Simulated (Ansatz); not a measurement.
# Ta (bcc type): how the settings move a single-point run

Aim: see which settings change the result for Ta (bcc type), by how much, and at what cost.

Program: Ansatz 0.2.0. Level of theory: reference: DFT, PBEsol, all-electron LAPW, scalar-relativistic. These are calculated values, not measurements.

2 further runs of the same task are left out: 2 that didn't finish. Runs told in other sessions of the task aren't counted.

### Step 1. The system as given

Symmetry: Im-3m, No. 229, cubic system. The conventional cell has a = 3.281 Å, b = 3.281 Å, c = 3.281 Å, α = 90.00°, β = 90.00°, γ = 90.00°. Ta (site symmetry m-3m) has 8 Ta at 2.84 Å in its first shell of neighbours.

Structure file:

```cif
data_structure
_symmetry_space_group_name_H-M 'Im-3m'
_symmetry_Int_Tables_number 229
_cell_length_a 3.2813
_cell_length_b 3.2813
_cell_length_c 3.2813
_cell_angle_alpha 90.000
_cell_angle_beta 90.000
_cell_angle_gamma 90.000
_cell_volume 35.33
loop_
_atom_site_label
_atom_site_type_symbol
_atom_site_symmetry_multiplicity
_atom_site_Wyckoff_symbol
_atom_site_fract_x
_atom_site_fract_y
_atom_site_fract_z
_atom_site_occupancy
Ta1 Ta 2 a 0.00000 0.00000 0.00000 1
```

### Step 2. Reference

input.yaml reads:

```yaml
crystal:
  lattice:
    - [3.2812985075, 0.0, 0.0]
    - [0.0, 3.2812985075, 0.0]
    - [0.0, 0.0, 3.2812985075]
  atoms:
    - { symbol: Ta, position: [0.0, 0.0, 0.0] }
    - { symbol: Ta, position: [0.5, 0.5, 0.5] }
kpoints:
  mp_grid: { grid: [12, 12, 12] }
scf:
  occupations: { method: fermi_dirac, width: 0.08 }
hamiltonian:
  xc: pbesol
  pseudopotentials: { kind: all_electron, lapw: { basis_error: 0.001 } }
output:
  forces: true
  stress: true
  eigenvalues: true
```

Started as:

```
$ ansatz run input.yaml --threads 2 --pin off --max-ram 4096MiB --backend cpu --events-out ev --progress --plain --runs-dir out
```

From the output:

```text
[...]
Basis set: ecut = 266.30322963123444 eV, 365 PW (Γ), exchange–correlation at level 2
[...]
k-points: 84 of 1728
[...]
SCF iter   1: F=—  HF=-848887.083960 eV  |F-HF|=—  |Δ(HF+E_count)|=         —  Δρ=2.59e-2  dr2=1.53e-1  ethr=1.77e-4  ⟨swp⟩=2.9  Hψ=26686  notcnv=0
preconditioner: auto → Kerker (q_TF=auto, 3.164 Å⁻¹)  [metal: Δε(μ)=0.006 eV  Ē_g=24.519 eV  σ=0.080 eV  W_gap=0.02  n_scr=18 (ndim 8)  ℏωp=44.2 eV  f_vac=0.000  D(μ)=2.56/eV (n_scr^D=26)]
SCF iter   2: F=—  HF=-848886.819089 eV  |F-HF|=—  |Δ(HF+E_count)|=   2.65e-1  Δρ=1.31e-2  dr2=4.56e-2  ethr=1.77e-4  ⟨swp⟩=2.0  Hψ=13482  notcnv=0
[...]
SCF iter   7: F=—  HF=-848886.782110 eV  |F-HF|=—  |Δ(HF+E_count)|=   2.61e-7  Δρ=5.82e-5  dr2=6.02e-7  ethr=2.61e-8  ⟨swp⟩=2.0  Hψ=12982  notcnv=0
SCF iter   8: F=-848886.782110 eV  HF=-848886.782110 eV  |F-HF|=4.19e-9  |Δ(HF+E_count)|=   1.77e-8  Δρ=5.78e-6  dr2=3.50e-9  ethr=7.00e-10  ⟨swp⟩=2.0  Hψ=12982  notcnv=0
[...]
SCF converged after 8 iterations
Free energy (F): -848886.782110 eV
[...]
E sigma→0 (E₀):  -848886.754930 eV
[...]
Fermi energy:    25.176553 eV
[...]
  P = ⅓ Tr σ = -0.1451 GPa (-1.451 kbar)
[...]
```

Run time: 24 s. Hardware: 2 threads of Arm Neoverse V1, shared host; peak memory 0.51 GiB.

### Step 3. Changed: n_extra_bands 16

input.yaml: that of step 2 with these lines changed.

```diff
@@ -12,2 +12,3 @@
   occupations: { method: fermi_dirac, width: 0.08 }
+  n_extra_bands: 16
 hamiltonian:
```

Started as:

```
$ ansatz run input.yaml --threads 2 --pin off --max-ram 4096MiB --backend cpu --events-out ev --progress --plain --runs-dir out
```

Output, cut to the lines that bear on the results:

```text
LAPW: plane waves up to 8.360 Å⁻¹, error target 1.0e-3 eV per atom; small_component_spin mean_spin; Ta in spheres of 1.421 Å, 43 of its electrons in bands, Dirac shells []
scf.n_extra_bands = 16 over 43 filled bands (N_el = 86.0): the run solves 59 bands
[...]
Pseudopotentials: kind: all_electron
Pseudopotential: Ta, LAPW, valence charge 43, Koelling and Harmon's equation, gaussian nucleus
Functional definition: PBEsol
[...]
Crystal: 2 atoms, lattice volume = 35.329 Å³
Basis set: ecut = 266.30322963123444 eV, 365 PW (Γ), exchange–correlation at level 2
Bands: 59, of which v1, the nominal top of the filled ones, is band 43 counted from 1 (42 counted from 0)
Symmetry: 96 space group operations
Space group: Im-3m (ITA 229), of the structure as read, at distance tolerance 3.3e-5 Å
k-points: 84 of 1728
[...]
SCF iter   1: F=—  HF=-848887.083969 eV  |F-HF|=—  |Δ(HF+E_count)|=         —  Δρ=2.59e-2  dr2=1.53e-1  ethr=1.77e-4  ⟨swp⟩=3.0  Hψ=31552  notcnv=0
[...]
the basis was enlarged: its passes take 251.9 KiB over the memory plan, 2 of 2 planned eigensolver slots
[...]
SCF iter   8: F=-848886.782109 eV  HF=-848886.782109 eV  |F-HF|=2.91e-9  |Δ(HF+E_count)|=   2.48e-8  Δρ=5.82e-6  dr2=3.54e-9  ethr=6.99e-10  ⟨swp⟩=2.0  Hψ=13818  notcnv=0
[...]
SCF converged after 8 iterations
Free energy (F): -848886.782109 eV
[...]
E sigma→0 (E₀):  -848886.754929 eV
Entropy (-TS):   -0.054360 eV (-27.180 meV/atom)
Fermi energy:    25.176555 eV
[...]
--- Forces (eV/Å), atoms counted from 1 ---
  atom   1  Ta    -0.00000000    -0.00000000     0.00000000
  atom   2  Ta    -0.00000000    -0.00000000     0.00000000
[...]
--- Stress (GPa, compression-positive) ---
       -0.145168       0.000000       0.000000
        0.000000      -0.145168       0.000000
        0.000000       0.000000      -0.145168
  P = ⅓ Tr σ = -0.1452 GPa (-1.452 kbar)
--- Band table (eV; the first three rows and the last of 84) ---
[...]
```

It took 26 s on 2 threads of Arm Neoverse V1, shared host; peak memory 0.54 GiB.

Same state: the changed band count leaves the energy within 0.5 meV/atom.

### Step 4. All runs together

| run | ending | energy change | pressure (GPa) | gap (eV) | force (eV/Å) | cycles | time |
| --- | --- | --- | --- | --- | --- | --- | --- |
| reference | converged | 0 | -0.1 | 0.00 | 0.00 | 8 | 24 s |
| 1: n_extra_bands 16 | converged | 0.0 meV/atom | -0.1 | 0.00 | 0.00 | 8 | 26 s |

Residual by cycle in the longest SCF loop of each run; runs are numbered as in the table. The quantity is the density residual dr2, in eV.

```csv
cycle,reference,run 1
1,0.153,0.153
2,0.0456,0.0456
3,0.0245,0.0245
4,0.00894,0.00894
5,8.1e-4,8.0e-4
6,2.3e-5,2.2e-5
7,6.0e-7,6.0e-7
8,3.5e-9,3.5e-9
```

The changed band count doesn't alter the result here (within 0.5 meV/atom).
